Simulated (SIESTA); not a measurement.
**Y in SIESTA: convergence with basis size**

Input of the first run (basis size SZ); the others differ in this setting and in those tied to it:

The input Y.fdf:

```
SystemName                      Y
SystemLabel                     Y
NumberOfSpecies                 1
NumberOfAtoms                   4
%block ChemicalSpeciesLabel
  1  39 Y
%endblock ChemicalSpeciesLabel

LatticeConstant                 1.0 Ang
%block LatticeVectors
     3.6514992371     0.0000000000     0.0000000000
    -1.8257496186     3.1622911012     0.0000000000
     0.0000000000     0.0000000000    23.6211000000
%endblock LatticeVectors
AtomicCoordinatesFormat         Fractional
%block AtomicCoordinatesAndAtomicSpecies
     0.6666666667     0.3333333334     0.3175127323  1  Y
     0.3333333333     0.6666666666     0.4391709108  1  Y
     0.6666666667     0.3333333334     0.5608290892  1  Y
     0.3333333333     0.6666666666     0.6824872677  1  Y
%endblock AtomicCoordinatesAndAtomicSpecies

%block kgrid.MonkhorstPack
    6   0   0  0.0
    0   6   0  0.0
    0   0   1  0.0
%endblock kgrid.MonkhorstPack
XC.Functional                   GGA
XC.Authors                      RPBE
PAO.BasisSize                   SZ
PAO.EnergyShift                 0.003 Ry
Mesh.Cutoff                     800 Ry
OccupationFunction              FD
ElectronicTemperature           0.05 eV
Slab.DipoleCorrection           vacuum
MaxSCFIterations                120
SCF.MustConverge                false
SCF.Mixer.Method                Pulay
SCF.Mixer.Weight                0.25
SCF.Mixer.History               8
SCF.DM.Tolerance                5.0e-05
SCF.H.Tolerance                 1.0e-03 eV
WriteForces                     true
Charge.Mulliken                 end
%block PAO.Basis
  Y 4
  n=4 0 1
    3.670
  n=5 0 1
    9.500
  n=4 1 1
    4.300
  n=4 2 1
    8.446
%endblock PAO.Basis
```

Potentials or basis: PseudoDojo 0.4 standard (PBE files), SZ (energy shift 0.003 Ry).

Command:

```console
$ siesta < Y.fdf > Y.out 2>&1
```

The slab is cut from a database's or a generator's crystal, which needn't be the stable form of the element.

Hardware: 1 thread of Arm Neoverse N1 (shared host).

**Question.** The values tried are SZ, SZP, DZ, DZP, DZDP, TZP, loosest first. From which on does the largest force stay within 0.005 eV/Å of the tightest run that finished?

**Answer.** From DZP on.

```csv
basis size,"energy less the tightest run, at zero smearing (meV/atom)",largest force (eV/Å),SCF cycles,CPU time (s),peak memory (GiB)
SZ,671.71,0.457,12,110,0.49
SZP,129.86,0.224,14,250,0.64
DZ,96.64,0.260,17,220,0.57
DZP,22.85,0.209,18,420,0.72
DZDP,0.00,0.209,18,560,0.8
TZP,timed out after 540 s,-,-,-,-
```

Not settled before the last step: the energy (to 1 meV/atom). The tightest run that finished is the yardstick and may itself not be fully converged.

Caveat, for the tightest run too: the potentials were made for another functional, which shifts forces and pressure.
